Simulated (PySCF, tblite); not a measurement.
# C6H11N: a rotation path, then NMR shifts on frames

How do NMR shifts of C6H11N (`C#CCCNCC`) change as the atoms move?

Computed with tblite 0.8.0 and PySCF 2.14.0, with density-fitted response routines of our own, on a single molecule in the gas phase. Atoms count from 0, in the outputs and in this text.

## (1) The starting structure

18 atoms, charge 0, multiplicity 1; geometry from: GFN2-xTB.

Bonds of the start (Å): C0–C1 1.20, C1–C2 1.45, C2–C3 1.53, C3–N4 1.45, N4–C5 1.45, C5–C6 1.52, C0–H7 1.05, C2–H8 1.09, C2–H9 1.09, C3–H10 1.10, C3–H11 1.11, N4–H12 1.02, C5–H13 1.11, C5–H14 1.09, C6–H15 1.09, C6–H16 1.09, C6–H17 1.09.

## (2) The rotation path with GFN2-xTB

What the job is given:

```
{"job": {"kind": "neb", "xc": "GFN2-xTB", "basis": "xTB", "atoms": [1, 2, 3, 4], "turn": 120}, "charge": 0, "multiplicity": 1}
C      4.100273    -0.769015    -0.142992
C      3.081058    -0.165907     0.027169
C      1.830525     0.533618     0.231572
C      0.637647    -0.339816    -0.168631
N     -0.591435     0.419159    -0.057298
C     -1.768025    -0.327104    -0.459680
C     -3.021404     0.517833    -0.283036
H      5.001938    -1.283915    -0.290236
H      1.818632     1.446755    -0.368707
H      1.745533     0.815262     1.285877
H      0.745926    -0.646682    -1.214210
H      0.630991    -1.258108     0.447770
H     -0.708273     0.741412     0.900596
H     -1.876893    -1.273135     0.103809
H     -1.642665    -0.585717    -1.516140
H     -3.892038    -0.024531    -0.642324
H     -3.173876     0.761404     0.766539
H     -2.926674     1.444805    -0.841805
```

Method: GFN2-xTB climbing-image nudged elastic band, gas phase.

Started as:

```
$ OMP_NUM_THREADS=1 python probes_run.py task.json out
```

The driver reads the jobs from task.json and runs them one after another.

Standard output:

```text
image   E - E0 / eV
  0      -0.0000
  1       0.0152
  2       0.0473
  3       0.0836
  4       0.1054
  5       0.1012
  6       0.0772
  7       0.0518
  8       0.0412
```

Run time: 3 s. Hardware: 1 thread of Intel Xeon Platinum 8559C, shared host; peak memory 0.19 GiB.

The final band, with the dihedral C1–C2–C3–N4:

```
image  dihedral (°)  energy (eV)  energy (kcal/mol)
    0          -175        0.000                0.0
    1          -161        0.015                0.4
    2          -147        0.047                1.1
    3          -133        0.084                1.9
    4          -118        0.105                2.4
    5          -103        0.101                2.3
    6           -89        0.077                1.8
    7           -75        0.052                1.2
    8           -62        0.041                1.0
```

## (3) Nuclear shieldings: image 0, PBE0/pcSseg-1

What the job is given:

```
{"job": {"kind": "nmr", "xc": "PBE0", "basis": "pcSseg-1", "pop": false}, "charge": 0, "multiplicity": 1}
C      4.100300    -0.769000    -0.143000
C      3.081100    -0.165900     0.027200
C      1.830500     0.533600     0.231600
C      0.637600    -0.339800    -0.168600
N     -0.591400     0.419200    -0.057300
C     -1.768000    -0.327100    -0.459700
C     -3.021400     0.517800    -0.283000
H      5.001900    -1.283900    -0.290200
H      1.818600     1.446800    -0.368700
H      1.745500     0.815300     1.285900
H      0.745900    -0.646700    -1.214200
H      0.631000    -1.258100     0.447800
H     -0.708300     0.741400     0.900600
H     -1.876900    -1.273100     0.103800
H     -1.642700    -0.585700    -1.516100
H     -3.892000    -0.024500    -0.642300
H     -3.173900     0.761400     0.766500
H     -2.926700     1.444800    -0.841800
```

With the program's defaults for keys left out, this is: GIAO PBE0/pcSseg-1 NMR shielding, non-relativistic, gas phase.

Standard output:

```text
coarse grid: 14400 points
cycle   1  E = -289.4453588045  dE =  7.291e-01  |g| = 4.544e-01  |ddm| = 3.801e+00
cycle   2  E = -289.4501650135  dE = -4.806e-03  |g| = 4.471e-01  |ddm| = 1.070e+00
cycle   3  E = -289.4987497358  dE = -4.858e-02  |g| = 6.820e-02  |ddm| = 4.967e-01
cycle   4  E = -289.4994584018  dE = -7.087e-04  |g| = 3.637e-02  |ddm| = 8.171e-02
cycle   5  E = -289.4997211996  dE = -2.628e-04  |g| = 1.467e-02  |ddm| = 3.266e-02
cycle   6  E = -289.4997709298  dE = -4.973e-05  |g| = 3.502e-03  |ddm| = 1.266e-02
cycle   7  E = -289.4997737156  dE = -2.786e-06  |g| = 7.397e-04  |ddm| = 3.027e-03
final grid: 137336 points
cycle   8  E = -289.5419029508  dE = -4.069e-05  |g| = 8.088e-03  |ddm| = 3.699e-02
cycle   9  E = -289.5419002978  dE =  2.653e-06  |g| = 8.757e-03  |ddm| = 1.541e-02
cycle  10  E = -289.5419197060  dE = -1.941e-05  |g| = 1.054e-03  |ddm| = 8.125e-03
cycle  11  E = -289.5419199449  dE = -2.389e-07  |g| = 3.918e-04  |ddm| = 1.022e-03
cycle  12  E = -289.5419199784  dE = -3.349e-08  |g| = 1.382e-04  |ddm| = 3.435e-04
cycle  13  E = -289.5419199828  dE = -4.440e-09  |g| = 2.904e-05  |ddm| = 1.356e-04
cycle  14  E = -289.5419199830  dE = -1.652e-10  |g| = 7.335e-06  |ddm| = 2.982e-05
converged SCF energy = -289.5419199830

GIAO shielding tensors (ppm)
atom      isotropic    diamagn.    paramagn.     s11        s22        s33       span
  0 C      111.847     256.347    -144.500     39.540     40.546    255.455    215.915
  1 C       99.696     259.055    -159.359     -1.029      3.738    296.379    297.408
  2 C      163.712     247.490     -83.778    146.006    164.240    180.891     34.885
  3 C      130.633     246.623    -115.989    104.479    121.234    166.186     61.707
  4 N      196.828     322.709    -125.881    151.964    218.439    220.082     68.119
  5 C      137.156     245.157    -108.000    116.192    127.376    167.901     51.709
  6 C      168.768     245.481     -76.713    154.710    164.360    187.235     32.525
  7 H       30.372      33.655      -3.283     25.113     25.191     40.812     15.699
  8 H       29.077      28.111       0.966     24.023     29.266     33.942      9.919
  9 H       29.490      28.629       0.861     24.316     29.960     34.195      9.879
 10 H       28.940      32.064      -3.124     24.689     29.562     32.568      7.880
 11 H       28.609      32.033      -3.424     24.488     28.635     32.705      8.216
 12 H       32.166      36.834      -4.669     23.545     34.756     38.195     14.650
 13 H       28.792      31.090      -2.298     24.404     28.071     33.900      9.496
 14 H       29.045      31.173      -2.128     24.611     28.788     33.736      9.125
 15 H       30.479      26.803       3.676     26.235     27.622     37.579     11.344
 16 H       30.766      29.252       1.514     26.839     29.162     36.298      9.459
 17 H       30.284      28.736       1.548     26.378     28.484     35.989      9.611
```

Wall time 20 s (1 thread of Intel Xeon Platinum 8559C, shared host); peak memory 0.79 GiB.

The references, computed at this level on geometries of the same kind, shield at (ppm): ¹H TMS 31.72, ¹³C TMS 186.9, ¹⁵N NH3 267.7. Their shielding less the atom's gives the shift. The references are single molecules in the gas phase, so shifts against H2O, NH3, PH3, H3PO4 or CFCl3 are not on the usual liquid scales and can be off by tens of ppm. Each atom is listed at this fixed geometry, with no averaging over motion; a spectrum would average atoms that exchange fast.

```
atoms                           environment  σ (ppm)  δ (ppm)
   C1                         alkyne carbon     99.7     87.2
   C0                terminal alkyne carbon    111.8     75.1
   C3                   sp3 CH2 bonded to N    130.6     56.3
   C5                   sp3 CH2 bonded to N    137.2     49.8
   C2                   propargylic sp3 CH2    163.7     23.2
   C6                         methyl carbon    168.8     18.2
  H11    hydrogen on an sp3 CH2 bonded to N    28.61     3.11
  H13    hydrogen on an sp3 CH2 bonded to N    28.79     2.93
  H10    hydrogen on an sp3 CH2 bonded to N    28.94     2.78
  H14    hydrogen on an sp3 CH2 bonded to N    29.05     2.67
   H8     hydrogen on a propargylic sp3 CH2    29.08     2.64
   H9     hydrogen on a propargylic sp3 CH2    29.49     2.23
  H17           hydrogen on a methyl carbon    30.28     1.43
   H7  hydrogen on a terminal alkyne carbon    30.37     1.34
  H15           hydrogen on a methyl carbon    30.48     1.24
  H16           hydrogen on a methyl carbon    30.77     0.95
  H12         hydrogen on an amine nitrogen    32.17    -0.45
   N4                        amine nitrogen    196.8     70.9
```

## (4) NMR shieldings: image 2, PBE0/pcSseg-1

What the job is given:

```
{"job": {"kind": "nmr", "xc": "PBE0", "basis": "pcSseg-1", "pop": false}, "charge": 0, "multiplicity": 1}
C      4.047500    -0.572500    -0.559600
C      3.049900    -0.122500    -0.076600
C      1.825400     0.408700     0.484200
C      0.606800    -0.442600     0.095500
N     -0.564900     0.397700    -0.049300
C     -1.752300    -0.346700    -0.422300
C     -2.959500     0.575400    -0.494400
H      4.928800    -0.955900    -0.979900
H      1.672100     1.420400     0.099900
H      1.923800     0.464900     1.571800
H      0.785400    -0.917300    -0.874800
H      0.459900    -1.249700     0.836500
H     -0.741100     0.903500     0.815400
H     -1.957900    -1.178800     0.276500
H     -1.564300    -0.788000    -1.406900
H     -3.821600     0.035700    -0.877600
H     -3.204400     0.961500     0.492900
H     -2.742300     1.412600    -1.153100
```

Level: GIAO PBE0/pcSseg-1 NMR shielding, non-relativistic, gas phase.

Standard output:

```text
coarse grid: 14400 points
cycle   1  E = -289.4416957000  dE =  7.294e-01  |g| = 4.566e-01  |ddm| = 3.782e+00
cycle   2  E = -289.4455678668  dE = -3.872e-03  |g| = 4.533e-01  |ddm| = 1.021e+00
cycle   3  E = -289.4956164469  dE = -5.005e-02  |g| = 6.952e-02  |ddm| = 4.868e-01
cycle   4  E = -289.4963655482  dE = -7.491e-04  |g| = 3.632e-02  |ddm| = 8.280e-02
cycle   5  E = -289.4966259182  dE = -2.604e-04  |g| = 1.479e-02  |ddm| = 3.204e-02
cycle   6  E = -289.4966762187  dE = -5.030e-05  |g| = 3.585e-03  |ddm| = 1.264e-02
cycle   7  E = -289.4966791527  dE = -2.934e-06  |g| = 7.344e-04  |ddm| = 2.896e-03
final grid: 137336 points
cycle   8  E = -289.5389257681  dE = -3.912e-05  |g| = 8.410e-03  |ddm| = 3.748e-02
cycle   9  E = -289.5389224168  dE =  3.351e-06  |g| = 9.236e-03  |ddm| = 1.613e-02
cycle  10  E = -289.5389439377  dE = -2.152e-05  |g| = 1.184e-03  |ddm| = 8.609e-03
cycle  11  E = -289.5389442448  dE = -3.071e-07  |g| = 3.929e-04  |ddm| = 1.078e-03
cycle  12  E = -289.5389442784  dE = -3.361e-08  |g| = 1.426e-04  |ddm| = 3.542e-04
cycle  13  E = -289.5389442831  dE = -4.648e-09  |g| = 2.993e-05  |ddm| = 1.323e-04
cycle  14  E = -289.5389442833  dE = -1.805e-10  |g| = 7.567e-06  |ddm| = 2.785e-05
converged SCF energy = -289.5389442833

GIAO shielding tensors (ppm)
atom      isotropic    diamagn.    paramagn.     s11        s22        s33       span
  0 C      111.273     256.269    -144.996     39.274     43.943    250.602    211.328
  1 C       98.769     259.311    -160.542     -6.778      5.774    297.312    304.090
  2 C      164.637     248.528     -83.891    144.999    165.643    183.267     38.268
  3 C      130.998     247.167    -116.169    107.308    120.755    164.932     57.625
  4 N      195.498     321.957    -126.460    148.094    211.287    227.112     79.018
  5 C      137.107     245.373    -108.267    115.926    127.121    168.273     52.347
  6 C      169.027     245.736     -76.709    154.841    164.815    187.424     32.582
  7 H       30.252      33.626      -3.374     25.146     25.168     40.441     15.296
  8 H       29.307      28.991       0.316     24.077     30.122     33.723      9.646
  9 H       29.176      27.546       1.629     24.255     28.869     34.403     10.148
 10 H       28.969      32.507      -3.538     24.341     29.263     33.302      8.961
 11 H       28.474      32.022      -3.548     24.627     28.331     32.465      7.837
 12 H       32.063      36.429      -4.366     23.534     34.657     37.997     14.463
 13 H       28.897      31.016      -2.119     24.599     28.066     34.025      9.426
 14 H       29.019      31.372      -2.353     24.603     28.787     33.668      9.065
 15 H       30.460      26.867       3.592     26.200     27.611     37.567     11.367
 16 H       30.731      29.161       1.569     26.807     29.028     36.357      9.550
 17 H       30.274      28.908       1.366     26.334     28.622     35.865      9.531
```

Run time: 20 s. Hardware: 1 thread of Intel Xeon Platinum 8559C, shared host; peak memory 0.82 GiB.

Key values: δ C1 88.2, C0 75.7, C3 55.9, C5 49.8, H11 3.24, H13 2.82 ppm.

(Part 1 of 2 ends here.)
